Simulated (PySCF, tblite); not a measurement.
# C₅H₆AlF₂N: geometry, infrared bands and NMR shifts

Aim: predict the infrared bands and NMR shifts of C₅H₆AlF₂N (`Fc1cc[n+]([AlH3-])cc1F`).

The runs use tblite 0.8.0 and PySCF 2.14.0, with density-fitted response routines of our own; the level of theory stands in each step. All values are computed, except where a source is named. Atoms count from 0, in the outputs and in this text.

### Step 1. Starting geometry

15 atoms, charge 0, multiplicity 1; geometry from: force field or distance geometry start.

Bonds of the start (Å): F0–C1 1.34, C1–C2 1.41, C2–C3 1.39, C3–N4 1.36, N4–Al5 1.92, N4–C6 1.36, C6–C7 1.39, C7–F8 1.35, C7–C1 1.41, C2–H9 1.09, C3–H10 1.09, Al5–H11 1.60, Al5–H12 1.59, Al5–H13 1.60, C6–H14 1.09.

### Step 2. Optimising the geometry with GFN2-xTB

Job settings and geometry (Å):

```
{"job": {"kind": "relax", "xc": "GFN2-xTB", "basis": "xTB"}, "charge": 0, "multiplicity": 1}
F     -3.532000    -0.201400    -0.074700
C     -2.191600    -0.124200    -0.053300
C     -1.412000    -1.213800    -0.477600
C     -0.028000    -1.115400    -0.453100
N      0.577600     0.005400     0.030100
Al     2.494000     0.115900     0.026800
C     -0.155300     1.080600     0.439500
C     -1.546200     1.029500     0.425100
F     -2.277400     2.083100     0.845200
H     -1.906100    -2.109300    -0.843000
H      0.559000    -1.966000    -0.791500
H      2.970700     1.069700     1.218600
H      2.994000     0.710500    -1.356100
H      3.119700    -1.341900     0.239800
H      0.329000     1.985300     0.802300
```

The run is started by

```console
$ OMP_NUM_THREADS=1 python probes_run.py task.json out
```

The driver reads the jobs from task.json and runs them one after another.

**Question.** This job is followed by: GFN2-xTB harmonic vibrations, gas phase; GIAO PBE0/pcSseg-1 NMR shielding, non-relativistic, gas phase. What will the session give for the following? strongest single infrared mode (GFN2-xTB); zero-point energy (GFN2-xTB); ¹³C shifts against TMS (PBE0/pcSseg-1); ¹H shifts against TMS (PBE0/pcSseg-1, means over atoms taken as alike); ¹⁹F shifts against CFCl3 (PBE0/pcSseg-1); ¹⁵N shifts against NH3 (PBE0/pcSseg-1); ²⁷Al shifts against AlH4- (PBE0/pcSseg-1).

The runs gave:

| quantity | value |
| --- | --- |
| strongest single infrared mode (GFN2-xTB) | 756 cm⁻¹, 591 km/mol |
| zero-point energy (GFN2-xTB) | 56.0 kcal/mol |
| ¹³C shifts against TMS (PBE0/pcSseg-1) | 169.5, 158.4, 152.4, 146.9, 121.4 ppm |
| ¹H shifts against TMS (PBE0/pcSseg-1, means over atoms taken as alike) | 9.28, 9.07, 7.58, 4.54 ppm |
| ¹⁹F shifts against CFCl3 (PBE0/pcSseg-1) | -119.5, -152.0 ppm |
| ¹⁵N shifts against NH3 (PBE0/pcSseg-1) | 285.2 ppm |
| ²⁷Al shifts against AlH4- (PBE0/pcSseg-1) | 79.6 ppm |

What this shows: Relaxing lowered the energy by 0.517 eV in 54 steps; the close pair that moved most is N4–Al5, from 1.920 to 2.010 Å. The lowest mode is imaginary (54i cm⁻¹), so the xTB geometry is not a minimum. GFN2-xTB is a fitted tight-binding method: band positions and strengths are rough. Its intensities can rank the bands wrongly. At PBE0/pcSseg-1: The largest span, 463 ppm, is at N4, where the paramagnetic term is -349 ppm. NICS(1)zz of -26 ppm above the planar ring from C1 marks a diatropic (aromatic) ring current.
